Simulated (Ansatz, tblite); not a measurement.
# VS(OH)3 (H3O3SV): a ladder of methods and basis sets

The task here is to estimate one member of a computed series from the others.

The runs use Ansatz 0.2.0, Gaussian basis; as each input shows.

Plan: GFN1-xTB, GFN2-xTB, PBE-D4/def2-TZVP, r2SCAN-D4/def2-TZVP, CAM-B3LYP-D4/def2-TZVP, revPBE-D4/def2-TZVP, LC-ωPBE/def2-TZVP, PBE-QIDH/def2-TZVP, B97M-V/def2-TZVP, B2PLYP/def2-TZVP, r2SCAN0-D4/def2-TZVP, PBE-D4/def2-SVP, PBE0-D4/def2-SVP, HF/STO-3G, CCSD(T)/def2-TZVP, RPA/def2-TZVP.

## The structure

The singlet was relaxed beforehand with r2SCAN-D4/def2-SVP.

8 atoms, charge 0, spin multiplicity 1.

Bond lengths: V1–S2 2.019 Å, V1–O3 1.753 Å, V1–O5 1.752 Å, V1–O7 1.753 Å, O3–H4 0.968 Å, O5–H6 0.968 Å, O7–H8 0.968 Å. Angles: S2–V1–O3 110.0°, S2–V1–O5 110.1°, S2–V1–O7 110.0°, O3–V1–O5 108.9°, O3–V1–O7 108.9°, O5–V1–O7 108.9°, V1–O3–H4 122.2°, V1–O5–H6 122.2°, V1–O7–H8 122.2°.

Formally the metal is d0. No spin-orbit coupling is included.

PBE0-D4/def2-TZVP was run before; its log isn't repeated, and its numbers join the tables.

The first run:

Tight binding, by tblite at 300 K electronic temperature and without a spin-polarisation term:

```python
tblite.interface.Calculator('GFN1-xTB', numbers, positions, charge=0, uhf=0).singlepoint()
```

Tight binding, by tblite at 300 K electronic temperature and without a spin-polarisation term:

```python
tblite.interface.Calculator('GFN2-xTB', numbers, positions, charge=0, uhf=0).singlepoint()
```

start.molden holds the orbitals of an earlier run on this state, given as this run's starting guess.

File in.yaml:

```yaml
crystal:
  periodic: [false, false, false]
  atoms:
    - {symbol: V, position_ang: [-0.000564, 0.000495, -0.024361]}
    - {symbol: S, position_ang: [0.010386, -0.012015, 1.994261]}
    - {symbol: O, position_ang: [1.614659, 0.307073, -0.631322]}
    - {symbol: H, position_ang: [2.369931, 0.442268, -0.041481]}
    - {symbol: O, position_ang: [-1.075181, 1.254008, -0.611588]}
    - {symbol: H, position_ang: [-1.569527, 1.831885, -0.012990]}
    - {symbol: O, position_ang: [-0.550290, -1.548977, -0.631164]}
    - {symbol: H, position_ang: [-0.799424, -2.274717, -0.041354]}
basis:
  gaussian: {orbitals: def2-TZVP, initial_orbitals: start.molden}
hamiltonian: {xc: pbe, dispersion: d4}
scf: {omitted_lower_state_checks: [starts]}
output: {orbitals: {seedname: orbitals}}
```

Run with:

```sh
$ ansatz run in.yaml --threads 4 --pin off --events-out ev --progress --plain --max-ram 3916MiB
```

Steps of the session up to this table: PBE-D4/def2-TZVP; r2SCAN-D4/def2-TZVP; CAM-B3LYP-D4/def2-TZVP; revPBE-D4/def2-TZVP; LC-ωPBE/def2-TZVP; PBE-QIDH/def2-TZVP; B97M-V/def2-TZVP; B2PLYP/def2-TZVP; r2SCAN0-D4/def2-TZVP; PBE-D4/def2-SVP; PBE0-D4/def2-SVP; HF/STO-3G; CCSD(T)/def2-TZVP; RPA/def2-TZVP.

One of the session's tables, all rows but one given; the rest of the session is left out.

It belongs to the step «Binding energy». 

```
                 level  binding an atom (eV)
             HF/STO-3G                 2.712
          HF/def2-TZVP                     ?
      B97M-V/def2-TZVP                 4.023
      PBE0-D4/def2-SVP                 3.884
  r2SCAN0-D4/def2-TZVP                 3.752
CAM-B3LYP-D4/def2-TZVP                 3.884
         MP2/def2-TZVP                 4.174
        CCSD/def2-TZVP                 3.540
     CCSD(T)/def2-TZVP                 3.815
```

Estimate the missing values for HF/def2-TZVP.

The run gave: binding an atom (eV): 1.856. In the column «binding an atom (eV)» it is the lowest.

Caveats from the session: Free atoms were run apart at each level; binding is atoms less cluster, divided by the number of atoms, without zero-point or spin-orbit terms.
